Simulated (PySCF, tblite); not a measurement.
**C₅H₇BClSi radical: geometry, infrared bands and EPR parameters**

Wanted: the infrared bands and EPR parameters of C₅H₇BClSi radical (`C=C1C=C([CH]Cl)B[SiH2]1`), by calculation.

Programs: tblite 0.8.0 and PySCF 2.14.0, with density-fitted response routines of our own. Each step states its level of theory. These are calculated values for one molecule in the gas phase, unless marked as measured. Atoms are numbered from 0 throughout.

## (1) The starting structure

15 atoms, charge 0, multiplicity 2; geometry from: force field or distance geometry start.

Bonds of the start (Å): C0–C1 1.31, C1–C2 1.48, C2–C3 1.32, C3–C4 1.49, C4–Cl5 1.78, C3–B6 1.57, B6–Si7 1.91, Si7–C1 1.85, C0–H8 1.09, C0–H9 1.08, C2–H10 1.09, C4–H11 1.11, B6–H12 1.18, Si7–H13 1.47, Si7–H14 1.47.

## (2) Relaxing the molecule with GFN2-xTB

What the job is given:

```
{"job": {"kind": "relax", "xc": "GFN2-xTB", "basis": "xTB"}, "charge": 0, "multiplicity": 2}
C     -2.464900     0.405100    -0.414500
C     -1.190500     0.301000    -0.112400
C     -0.195100    -0.400800    -0.946200
C      1.049500    -0.406800    -0.504400
C      2.147900    -1.112300    -1.220900
Cl     2.403900    -2.735400    -0.548800
B      1.259200     0.302000     0.875200
Si    -0.438600     0.989500     1.432500
H     -3.151700     0.924800     0.246900
H     -2.863200    -0.020400    -1.326300
H     -0.485300    -0.872700    -1.885400
H      3.085600    -0.525700    -1.171500
H      2.275700     0.379700     1.474900
H     -0.952600     0.317000     2.631400
H     -0.484200     2.462900     1.447600
```

Command:

```console
$ OMP_NUM_THREADS=1 python probes_run.py task.json out
```

The driver reads the jobs from task.json and runs them one after another.

**Question.** This job is followed by: GFN2-xTB harmonic vibrations, gas phase; UKS B3LYP, pcH-1 on B C Cl H Si, non-relativistic, mean-field spin-orbit, GIAO. Predict these results of the whole session: strongest single infrared mode (GFN2-xTB); zero-point energy (GFN2-xTB); g(iso) (B3LYP); ⟨S²⟩; largest a(iso) (averaged by class); surface potential, 1st and 99th percentile.

The runs gave:

| quantity | value |
| --- | --- |
| strongest single infrared mode (GFN2-xTB) | 2168 cm⁻¹, 479 km/mol |
| zero-point energy (GFN2-xTB) | 60.8 kcal/mol |
| g(iso) (B3LYP) | 2.00413 |
| ⟨S²⟩ | 0.797 (exact 0.75) |
| largest a(iso) (averaged by class) | 13C on C4, 54.1 MHz |
| surface potential, 1st and 99th percentile | -0.42 V and 1.18 V |

What this shows: Relaxing lowered the energy by 1.320 eV in 82 steps; the close pair that moved most is C3–C4, from 1.489 to 1.373 Å. No mode is imaginary among the 39: a minimum at this level. The strongest single mode, at 2168 cm⁻¹, moves mainly H14 and H13. Unscaled tight-binding wavenumbers are off by several per cent, some by more. Its intensities can rank the bands wrongly. The largest spin populations lie on C4 (0.50 e), C2 (0.49 e), C0 (0.48 e). The isotropic g lies 1.8 ppt above the free-electron value.
